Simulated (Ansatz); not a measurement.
**BrClH₃NOSi: how energies converge with the basis set**

How large a basis does BrClH₃NOSi need? Two functionals are run in growing sets.

The runs use Ansatz 0.2.0, Gaussian basis; one geometry, several basis sets.

Plan: PBE0-D4/def2-SVP; ωB97M-V/def2-SVP; PBE0-D4/def2-QZVPP; ωB97M-V/def2-QZVPP; the functionals' def2-TZVPP values are taken from earlier runs.

### Step 1. The relaxed structure

An earlier PBE0-D4 in a triple-zeta def2 set relaxation fixed the geometry.

SMILES `N[Si](O)(Cl)Br`, 8 atoms, charge 0, spin multiplicity 1.

Atoms are counted from 1 here; the program's logs count them from 0.

Bond lengths: N1–Si2 1.693 Å, N1–H6 1.007 Å, N1–H7 1.008 Å, Si2–O3 1.625 Å, Si2–Cl4 2.043 Å, Si2–Br5 2.208 Å, O3–H8 0.960 Å. Angles: Si2–N1–H6 119.3°, Si2–N1–H7 119.5°, H6–N1–H7 111.6°, N1–Si2–O3 111.3°, N1–Si2–Cl4 105.7°, N1–Si2–Br5 115.5°, O3–Si2–Cl4 112.5°, O3–Si2–Br5 103.6°, Cl4–Si2–Br5 108.3°, Si2–O3–H8 115.9°.

### Step 2. PBE0-D4 in def2-SVP

Contents of in.yaml:

```yaml
crystal:
  periodic: [false, false, false]
  atoms:
    - {symbol: N, position_ang: [0.115234, 0.988799, 0.720191]}
    - {symbol: Si, position_ang: [-0.163299, -0.255058, -0.394594]}
    - {symbol: O, position_ang: [0.825706, -1.517435, -0.131686]}
    - {symbol: Cl, position_ang: [-2.135276, -0.749796, -0.188719]}
    - {symbol: Br, position_ang: [0.205394, 0.263548, -2.508403]}
    - {symbol: H, position_ang: [-0.620937, 1.647311, 0.918637]}
    - {symbol: H, position_ang: [1.024228, 1.423355, 0.762517]}
    - {symbol: H, position_ang: [0.841251, -1.858022, 0.766258]}
basis:
  gaussian: {orbitals: def2-SVP}
hamiltonian: {xc: pbe0, dispersion: d4}
output: {orbitals: {seedname: orbitals}}
```

After this run come: ωB97M-V in def2-SVP; PBE0-D4 in def2-QZVPP; ωB97M-V in def2-QZVPP.

**Question.** What will the summary of the whole plan be? Wanted: PBE0-D4: double and triple zeta above quadruple; ωB97M-V: double and triple zeta above quadruple.

The runs gave:

```
                                       quantity           value
PBE0-D4: double and triple zeta above quadruple  22.67, 2.29 eV
ωB97M-V: double and triple zeta above quadruple  22.58, 2.19 eV
```

**Reading.** For PBE0-D4 the step from double to triple zeta gains 20.38 eV and the next only 2.29 eV. These are total energies; as a rule much of such shifts cancels in differences, which this series doesn't test. The LUMO of ωB97M-V is positive and keeps falling with the basis (2.60 to 1.28 eV): an unbound level that the basis holds in place.
